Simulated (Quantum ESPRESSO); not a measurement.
A run of Quantum ESPRESSO 7.5 is set up as follows.

pw.in

```
&CONTROL
  calculation = 'scf'
  prefix = 'pwscf'
  outdir = './tmp'
  pseudo_dir = './pseudo'
  tprnfor = .true.
  disk_io = 'low'
/
&SYSTEM
  ibrav = 0
  celldm(1) = 8
  nat = 8
  ntyp = 4
  ecutwfc = 45
  ecutrho = 360
  nbnd = 23
  input_dft = 'pbe'
  occupations = 'smearing'
  smearing = 'gaussian'
  degauss = 0.00073499
  nspin = 2
  starting_magnetization(1) = 0.125
  starting_magnetization(2) = 0
  starting_magnetization(3) = 0
  starting_magnetization(4) = 0
  tot_magnetization = 0
  vdw_corr = 'grimme-d2'
  assume_isolated = 'mt'
/
&ELECTRONS
  conv_thr = 1.6d-09
  electron_maxstep = 120
  mixing_beta = 0.3
/
ATOMIC_SPECIES
C     12.0110 c_pbesol_v1.2.uspp.F.UPF
O     15.9990 o_pbesol_v1.2.uspp.F.UPF
N     14.0070 n_pbesol_v1.2.uspp.F.UPF
H      1.0080 h_pbesol_v1.4.uspp.F.UPF
CELL_PARAMETERS alat
  3.0708049525169   0.0000000000000   0.0000000000000
  0.0000000000000   3.0708049525169   0.0000000000000
  0.0000000000000   0.0000000000000   2.5983734213604
ATOMIC_POSITIONS crystal
C      0.4693192300    0.5668038500    0.5318227300
C      0.5512653800    0.5103961500    0.4971409100
O      0.5158961500    0.4190653800    0.4540772700
C      0.4131423100    0.4257192300    0.4653863600
N      0.3806884600    0.5109038500    0.5106590900
H      0.4674423100    0.6430576900    0.5702409100
H      0.6332423100    0.5218500000    0.4965227300
H      0.3687576900    0.3601730800    0.4359409100
K_POINTS gamma
```

The input pp_density.in:

```
&INPUTPP
  prefix = 'pwscf'
  outdir = './tmp'
  filplot = 'density.dat'
  plot_num = 0
/
&PLOT
  nfile = 1
  filepp(1) = 'density.dat'
  iflag = 3
  output_format = 6
  fileout = 'density.cube'
/
```

Contents of pp_potential.in:

```
&INPUTPP
  prefix = 'pwscf'
  outdir = './tmp'
  filplot = 'potential.dat'
  plot_num = 11
/
&PLOT
  nfile = 1
  filepp(1) = 'potential.dat'
  iflag = 3
  output_format = 6
  fileout = 'potential.cube'
/
```

The input pp_spin.in:

```
&INPUTPP
  prefix = 'pwscf'
  outdir = './tmp'
  filplot = 'spin.dat'
  plot_num = 6
/
&PLOT
  nfile = 1
  filepp(1) = 'spin.dat'
  iflag = 3
  output_format = 6
  fileout = 'spin.cube'
/
```

Potentials or basis: GBRV 1.5 PBEsol.

Command:

```console
$ OMP_NUM_THREADS=1 pw.x -in pw.in > pw.out
$ OMP_NUM_THREADS=1 pp.x -in pp_density.in > pp_density.out
$ OMP_NUM_THREADS=1 pp.x -in pp_potential.in > pp_potential.out
$ OMP_NUM_THREADS=1 pp.x -in pp_spin.in > pp_spin.out
```

(1) Predict the largest force.

(2) What does it give for the dipole moment?

Results:

(1) 0.882 eV/Å.

(2) 1.59 D.

Caveat: the potentials were made for another functional, which shifts forces and pressure; the moment is held away from its start; the total moment is fixed, so each spin has its own Fermi level.
